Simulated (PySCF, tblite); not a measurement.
# C2H6BFO2: geometry, infrared bands, NMR shifts and spin-spin couplings

Aim: predict the infrared bands, NMR shifts and spin-spin couplings of C2H6BFO2 (`CCOB(O)F`).

The runs use tblite 0.8.0 and PySCF 2.14.0, with density-fitted response routines of our own; the level of theory stands in each step. All values are computed, except where a source is named. Atoms are numbered from 0 throughout.

**1. The molecule as given**

12 atoms, charge 0, multiplicity 1; geometry from: force field or distance geometry start.

Bonds of the start (Å): C0–C1 1.50, C1–O2 1.38, O2–B3 1.45, B3–O4 1.46, B3–F5 1.45, C0–H6 1.13, C0–H7 1.10, C0–H8 1.12, C1–H9 1.11, C1–H10 1.13, O4–H11 0.99.

**2. Optimising the geometry with GFN2-xTB**

What the job is given:

```
{"job": {"kind": "relax", "xc": "GFN2-xTB", "basis": "xTB"}, "charge": 0, "multiplicity": 1}
C     -1.960300    -0.013100    -0.093000
C     -0.506100    -0.182700     0.239300
O      0.338100     0.763000    -0.293900
B      1.741100     0.595200     0.034500
O      2.374800    -0.598600    -0.525300
F      2.551300     1.801500     0.033000
H     -2.577500    -0.841400     0.358700
H     -2.356300     0.959400     0.250400
H     -2.097400    -0.131500    -1.193200
H     -0.438800    -0.306900     1.342800
H     -0.188200    -1.158300    -0.234800
H      3.120600    -0.887300     0.055600
```

On the command line:

```bash
> OMP_NUM_THREADS=1 python probes_run.py task.json out
```

This one command runs all jobs of the session in turn.

**Question.** This job is followed by: GFN2-xTB harmonic vibrations, gas phase; GIAO PBE0/pcSseg-1 NMR shielding, non-relativistic, gas phase; B3LYP/pcJ-1 indirect spin-spin coupling, non-relativistic, gas phase. What will the session give for the following? strongest single infrared mode (GFN2-xTB); zero-point energy (GFN2-xTB); ¹³C shifts against TMS (PBE0/pcSseg-1); ¹H shifts against TMS (PBE0/pcSseg-1, means over atoms taken as alike); ¹⁷O shifts against H2O (PBE0/pcSseg-1); ¹¹B shifts against BF3·OEt2 (PBE0/pcSseg-1); ¹⁹F shifts against CFCl3 (PBE0/pcSseg-1); largest coupling of the table (B3LYP/pcJ-1).

The runs gave:

| quantity | value |
| --- | --- |
| strongest single infrared mode (GFN2-xTB) | 1236 cm⁻¹, 536 km/mol |
| zero-point energy (GFN2-xTB) | 56.3 kcal/mol |
| ¹³C shifts against TMS (PBE0/pcSseg-1) | 64.2, 19.1 ppm |
| ¹H shifts against TMS (PBE0/pcSseg-1, means over atoms taken as alike) | 4.19, 3.54, 1.31 ppm |
| ¹⁷O shifts against H2O (PBE0/pcSseg-1) | 94.0, 81.8 ppm |
| ¹¹B shifts against BF3·OEt2 (PBE0/pcSseg-1) | 14.7 ppm |
| ¹⁹F shifts against CFCl3 (PBE0/pcSseg-1) | -134.6 ppm |
| largest coupling of the table (B3LYP/pcJ-1) | ¹J(C,H) C1–H9, 148.4 Hz |

**Reading.** The optimisation took 72 steps and gained 1.641 eV; among the close pairs (by a distance rule), O2–B3 changed most, from 1.451 to 1.331 Å. The lowest mode is slightly imaginary (15i cm⁻¹), a soft motion within the noise of the Hessian, so the minimum is not strictly shown. The strongest single mode, at 1236 cm⁻¹, moves mainly B3. Unscaled tight-binding wavenumbers are off by several per cent, some by more. Its intensities can rank the bands wrongly. H9, H10 (mean) (hydrogen on an sp3 CH2 bonded to O) lies farthest downfield among hydrogen, at 4.19 ppm; its carbon carries O, hence the downfield position. Of the pairs tabulated at B3LYP/pcJ-1, C1–H9 (mean over like pairs) couples most strongly (148.4 Hz; Fermi contact 147.5 Hz). Couplings across rotatable bonds belong to this one conformer; where others are populated, the observed values are averages.
